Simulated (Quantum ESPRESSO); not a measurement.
Runs of Quantum ESPRESSO 7.5 on B5Pt. The structure is hexagonal, space group P6/mmm (No. 191). The conventional cell has a = 4.488 Å, b = 4.488 Å, c = 3.416 Å, α = 90.00°, β = 90.00°, γ = 120.00°. B (site symmetry -6m2) has 6 B at 2.14 Å as nearest neighbours. Around B (site symmetry mmm) lie 8 B at 2.14 to 2.24 Å. Pt (site symmetry 6/mmm) is surrounded by 18 B at 2.59 to 2.82 Å. The cell was built by a generator and needn't be a form met in nature.

```csv
task,level,potentials or basis,cutoff (eV),smearing,other keys,gap on the mesh (eV),pressure (GPa)
single point,optB88-vdW,PseudoDojo 0.4.1 SR PBEsol standard,1143,cold 0.2 eV,diago_david_ndim = 3,none,-25.9
real-space fields,BP86+D3(BJ),SSSP 1.3 efficiency PBE,748,cold 0.136 eV,-,none,-30.0
real-space fields,vdW-DF2,Ansatz NC SR PBE,1143,gaussian 0.1 eV,-,none,(a)
single point,PBE,SSSP 1.3 efficiency PBE,748,fermi-dirac 0.05 eV,-,none,-30.5
```

Alike in all rows: no spin polarisation; cell as given; k mesh 7 × 7 × 8.

Question: Estimate the missing entries.

Answer: (a) -17.1.

Caveats: the potentials were made for another functional, which shifts forces and pressure (some runs); so large a pressure means that the cell lies far from this level's equilibrium, or that cutoff or potentials fall short (some runs); a pressure of tens of GPa on the cell as given is suspect, and the run, the potentials or the cell itself is likely at fault (some runs); pairwise dispersion overbinds metals, which lowers pressure and volume (some runs).

A k mesh can miss the band edges, and the runs leave out spin-orbit coupling on Pt.

A gap of «none» marks a metal or a gap under the smearing width.

The runs don't all hold the same shells in valence.
